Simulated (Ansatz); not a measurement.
# CH₃AlSe: how energies converge with the basis set

An exercise on one series of results from a longer session: the logs are not shown, and one member is left open.

Program: Ansatz 0.2.0, Gaussian basis. Level of theory: one geometry, several basis sets. These are calculated values, not measurements.

The runs, in order: PBE0-D4/def2-SVP; ωB97M-V/def2-SVP; PBE0-D4/def2-QZVPP; ωB97M-V/def2-QZVPP; the functionals' def2-TZVPP values are taken from earlier runs.

## Structure used throughout

An earlier PBE0-D4 in a triple-zeta def2 set relaxation fixed the geometry.

SMILES `[CH2]1[AlH][Se]1`, 6 atoms, charge 0, spin multiplicity 1.

Atoms are counted from 1 here; the program's logs count them from 0.

Bond lengths: C1–Al2 1.915 Å, C1–Se3 2.069 Å, C1–H4 1.087 Å, C1–H5 1.087 Å, Al2–Se3 2.242 Å, Al2–H6 1.569 Å. Angles: Al2–C1–Se3 68.4°, Al2–C1–H4 122.8°, Al2–C1–H5 122.8°, Se3–C1–H4 109.8°, Se3–C1–H5 109.8°, H4–C1–H5 111.6°, C1–Al2–Se3 59.1°, C1–Al2–H6 151.8°, Se3–Al2–H6 149.1°, C1–Se3–Al2 52.6°.

The first run:

in.yaml reads:

```yaml
crystal:
  periodic: [false, false, false]
  atoms:
    - {symbol: C, position_ang: [-0.227686, -0.087816, -0.781809]}
    - {symbol: Al, position_ang: [0.242398, 0.419069, 1.004567]}
    - {symbol: Se, position_ang: [0.476865, -1.699227, 0.308613]}
    - {symbol: H, position_ang: [-1.253080, -0.271744, -1.090942]}
    - {symbol: H, position_ang: [0.421033, 0.091988, -1.634821]}
    - {symbol: H, position_ang: [0.382568, 1.483729, 2.148192]}
basis:
  gaussian: {orbitals: def2-SVP}
hamiltonian: {xc: pbe0, dispersion: d4}
output: {orbitals: {seedname: orbitals}}
```

The run is started by

```bash
$ ansatz run in.yaml --threads 2 --pin off --events-out ev --progress --plain --max-ram 4352MiB
```

Steps of the session up to this table: PBE0-D4 in def2-SVP; ωB97M-V in def2-SVP; PBE0-D4 in def2-QZVPP; ωB97M-V in def2-QZVPP.

One table of the session follows, with a row left open; its other results are not shown here.

It belongs to the step «Functionals by basis». 

| functional | basis | HOMO (eV) | LUMO (eV) |
| --- | --- | --- | --- |
| PBE0-D4 | def2-SVP | -6.58 | -1.31 |
| PBE0-D4 | def2-TZVPP | -6.65 | -1.38 |
| PBE0-D4 | def2-QZVPP | -6.66 | -1.41 |
| ωB97M-V | def2-SVP | ? | ? |
| ωB97M-V | def2-TZVPP | -8.74 | 0.22 |
| ωB97M-V | def2-QZVPP | -8.75 | 0.07 |

Q: Estimate the row for ωB97M-V, def2-SVP from the others.

The run gave: HOMO (eV): -8.64; LUMO (eV): 0.39. In the column «HOMO (eV)» it lies between ωB97M-V, def2-TZVPP (-8.74) and PBE0-D4, def2-QZVPP (-6.66).
